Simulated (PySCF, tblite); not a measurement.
# C₅H₁₀O₂: magnetic properties

Aim: compute the magnetic properties of C₅H₁₀O₂ (`CO[C@H]1C[C@@H](O)C1`).

Programs: tblite 0.8.0 and PySCF 2.14.0, with routines of our own; each step states its level. All values are computed. Atoms count from 0.

### Step 1. The system as given

17 atoms, charge 0, multiplicity 1; geometry from: force field or distance geometry start.

### Step 2. Relaxing the molecule with GFN2-xTB, one coordinate held

The job: settings as JSON, then the geometry in Å.

```
{"job": {"kind": "relax", "xc": "GFN2-xTB", "basis": "xTB"}, "charge": 0, "multiplicity": 1}
C     -0.933900     2.216000    -0.304100
O     -1.351600     0.863900    -0.228700
C     -0.281300    -0.119800    -0.324600
C      1.082200     0.452100    -0.771200
C      1.735100    -0.526700     0.251500
O      2.864700    -0.029600     0.974200
C      0.388100    -0.546000     0.988800
H     -0.234700     2.458000     0.506700
H     -0.473100     2.412600    -1.272400
H     -1.831400     2.850900    -0.194200
H     -0.602300    -0.969000    -0.952000
H      1.340500     0.267700    -1.808700
H      1.225500     1.507500    -0.523200
H      1.982900    -1.495800    -0.210800
H      2.595600     0.847500     1.326000
H      0.080500    -1.528400     1.381900
H      0.306100     0.186300     1.807300
```

The run is started by

```
$ OMP_NUM_THREADS=1 python excited_run.py task.json out
```

One launch serves the whole session: the jobs run in the order shown.

Output:

```text
step      E/eV     max force
  0    -650.26296    1.942
  1    -650.38656    0.796
  2    -650.44178    0.633
  3    -650.47762    0.407
  4    -650.49223    0.295
  5    -650.50377    0.326
  6    -650.52055    0.346
  7    -650.53549    0.288
  8    -650.54554    0.214
  9    -650.55199    0.171
 10    -650.55740    0.218
 11    -650.56328    0.237
 12    -650.56968    0.240
 13    -650.57555    0.219
 14    -650.58027    0.140
 15    -650.58372    0.176
 16    -650.58593    0.136
 17    -650.58723    0.100
 18    -650.58813    0.121
 19    -650.58889    0.132
 20    -650.58944    0.130
 21    -650.58978    0.128
 22    -650.59002    0.131
 23    -650.59021    0.135
 24    -650.59033    0.137
 25    -650.59041    0.139
 26    -650.59047    0.141
 27    -650.59054    0.143
 28    -650.59061    0.148
 29    -650.59068    0.153
 30    -650.59074    0.157
 31    -650.59080    0.163
 32    -650.59084    0.169
 33    -650.59086    0.174
 34    -650.59088    0.178
 35    -650.59090    0.181
 36    -650.59091    0.182
```

Run time: 0.33 s. Hardware: 1 thread of Arm Neoverse V1, shared host; peak memory 0.18 GiB.

One coordinate is held by a constraint (a dihedral, as typed in the start), so the force along it need not vanish.

Relaxation path: (not every step is listed)

| step | energy from step 0 (eV) | largest force (eV/Å) |
| --- | --- | --- |
| 0 | 0.0000 | 1.9423 |
| 1 | -0.1236 | 0.7963 |
| 2 | -0.1788 | 0.6332 |
| 3 | -0.2147 | 0.4070 |
| 4 | -0.2293 | 0.2947 |
| 5 | -0.2408 | 0.3259 |
| 6 | -0.2576 | 0.3458 |
| 7 | -0.2725 | 0.2876 |
| 8 | -0.2826 | 0.2137 |
| 10 | -0.2944 | 0.2184 |
| 12 | -0.3067 | 0.2398 |
| 14 | -0.3173 | 0.1395 |
| 16 | -0.3230 | 0.1362 |
| 18 | -0.3252 | 0.1208 |
| 20 | -0.3265 | 0.1299 |
| 22 | -0.3271 | 0.1311 |
| 24 | -0.3274 | 0.1367 |
| 26 | -0.3275 | 0.1411 |
| 28 | -0.3276 | 0.1477 |
| 30 | -0.3278 | 0.1572 |
| 31 | -0.3278 | 0.1625 |
| 32 | -0.3279 | 0.1688 |
| 33 | -0.3279 | 0.1741 |
| 34 | -0.3279 | 0.1780 |
| 35 | -0.3279 | 0.1807 |
| 36 | -0.3279 | 0.1816 |

Close pairs (by a distance rule), those that changed most:

| bond | before (Å) | after (Å) | change (Å) |
| --- | --- | --- | --- |
| O1–C2 | 1.457 | 1.406 | -0.050 |
| C4–O5 | 1.430 | 1.394 | -0.036 |
| O5–H14 | 0.983 | 0.965 | -0.018 |
| C6–H15 | 1.102 | 1.086 | -0.016 |
| C0–H9 | 1.105 | 1.089 | -0.016 |
| C3–C4 | 1.559 | 1.545 | -0.014 |
| C0–O1 | 1.417 | 1.406 | -0.012 |
| C6–H16 | 1.101 | 1.090 | -0.012 |

The end geometry stands in the next job.

### Step 3. Magnetic properties: GIAO PBE0/pcSseg-1

The job: settings as JSON, then the geometry in Å.

```
{"job": {"kind": "mag", "xc": "PBE0", "basis": "pcSseg-1", "isotopologues": 0}, "charge": 0, "multiplicity": 1}
C     -1.013508     2.246585    -0.256917
O     -1.314933     0.873872    -0.275600
C     -0.243317    -0.033787    -0.351115
C      1.160718     0.361239    -0.844530
C      1.753528    -0.526031     0.272405
O      2.859526    -0.053259     0.977553
C      0.378597    -0.536626     0.971313
H     -0.361059     2.519233     0.581513
H     -0.554595     2.575258    -1.195960
H     -1.969260     2.753525    -0.133755
H     -0.634396    -0.877167    -0.929188
H      1.408076     0.104323    -1.871281
H      1.395198     1.409861    -0.671484
H      2.042280    -1.513314    -0.090870
H      2.650319     0.811535     1.350052
H      0.017748    -1.484842     1.357608
H      0.317900     0.216712     1.756383
```

Level: GIAO PBE0/pcSseg-1 magnetisability, rotational g tensor and spin-rotation constants, non-relativistic, gas phase.

Output:

```text
coarse grid: 13808 points
cycle   1  E = -346.3300002021  dE =  9.693e-01  |g| = 7.814e-01  |ddm| = 3.574e+00
cycle   2  E = -346.2428475174  dE =  8.715e-02  |g| = 1.069e+00  |ddm| = 1.432e+00
cycle   3  E = -346.4417012966  dE = -1.989e-01  |g| = 1.078e-01  |ddm| = 8.945e-01
cycle   4  E = -346.4438114991  dE = -2.110e-03  |g| = 3.970e-02  |ddm| = 1.026e-01
cycle   5  E = -346.4441641577  dE = -3.527e-04  |g| = 6.969e-03  |ddm| = 3.614e-02
cycle   6  E = -346.4441721436  dE = -7.986e-06  |g| = 2.719e-03  |ddm| = 8.169e-03
final grid: 132176 points
cycle   7  E = -346.5095647107  dE = -4.371e-05  |g| = 1.422e-02  |ddm| = 3.812e-02
cycle   8  E = -346.5095178491  dE =  4.686e-05  |g| = 2.157e-02  |ddm| = 2.240e-02
cycle   9  E = -346.5096023060  dE = -8.446e-05  |g| = 1.191e-03  |ddm| = 1.429e-02
cycle  10  E = -346.5096026163  dE = -3.103e-07  |g| = 2.348e-04  |ddm| = 1.258e-03
cycle  11  E = -346.5096026281  dE = -1.180e-08  |g| = 4.156e-05  |ddm| = 2.380e-04
cycle  12  E = -346.5096026284  dE = -3.297e-10  |g| = 1.445e-05  |ddm| = 5.225e-05
converged SCF energy = -346.5096026284

Magnetisability tensor (1e-30 J/T^2)
    -1152.33        4.95      -26.90
        4.95    -1098.15       30.98
      -26.90       30.98    -1081.91
isotropic -1110.80   principal values   -1165.08  -1112.94  -1054.37
isotropic susceptibility -66.894 1e-6 cm^3/mol

Inertial axes            a          b          c
rot. const./GHz      5.5116     1.6232     1.5317
chi total           -69.840    -66.914    -63.927
chi diamagnetic    -328.933   -828.583   -874.358
chi paramagnetic    259.093    761.669    810.432
quadrupole/D A      -11.012      5.675      5.337
g nuclear            0.6628     0.5687     0.5698
g electronic        -0.6709    -0.5808    -0.5832
g total             -0.0081    -0.0121    -0.0134

Spin-rotation constants (kHz, H = +C I.J)
atom  isotope        aa         bb         cc
  7     1H       -0.213     -0.153     -0.044
  8     1H       -0.532     -0.094     -0.012
  9     1H        0.223     -0.182     -0.128
 10     1H       -0.592     -0.013     -0.045
 11     1H       -0.609     -0.179      0.071
 12     1H       -0.615      0.039     -0.156
 13     1H       -0.262     -0.091     -0.075
 14     1H       -0.607     -0.125     -0.106
 15     1H       -0.591      0.074     -0.166
 16     1H       -0.645     -0.156      0.032
  0    13C*       1.220      0.242      0.315
  1    17O*      -0.256     -0.137     -0.106
  2    13C*       1.088      0.365      0.331
  3    13C*       0.790      0.309      0.292
  4    13C*       1.345      0.298      0.300
  5    17O*      -0.621     -0.197     -0.182
* in the singly substituted isotopologue
```

It took 24 s on 1 thread of Arm Neoverse V1, shared host; peak memory 0.78 GiB.

From this job:

| quantity | value |
| --- | --- |
| magnetisability | -1111·10⁻³⁰ J/T² |
| molar susceptibility | -66.9·10⁻⁶ cm³/mol |
| rotational g (a, b, c) | -0.0081, -0.0121, -0.0134 |

### Step 4. What came out

| quantity | value |
| --- | --- |
| magnetisability (step 3, GIAO PBE0/pcSseg-1) | -1111·10⁻³⁰ J/T² |
| molar susceptibility (step 3, GIAO PBE0/pcSseg-1) | -66.9·10⁻⁶ cm³/mol |
| rotational g (a, b, c) (step 3, GIAO PBE0/pcSseg-1) | -0.0081, -0.0121, -0.0134 |

The values above hold for this geometry and these levels alone. Vibrational averaging and real surroundings are missing from these values.
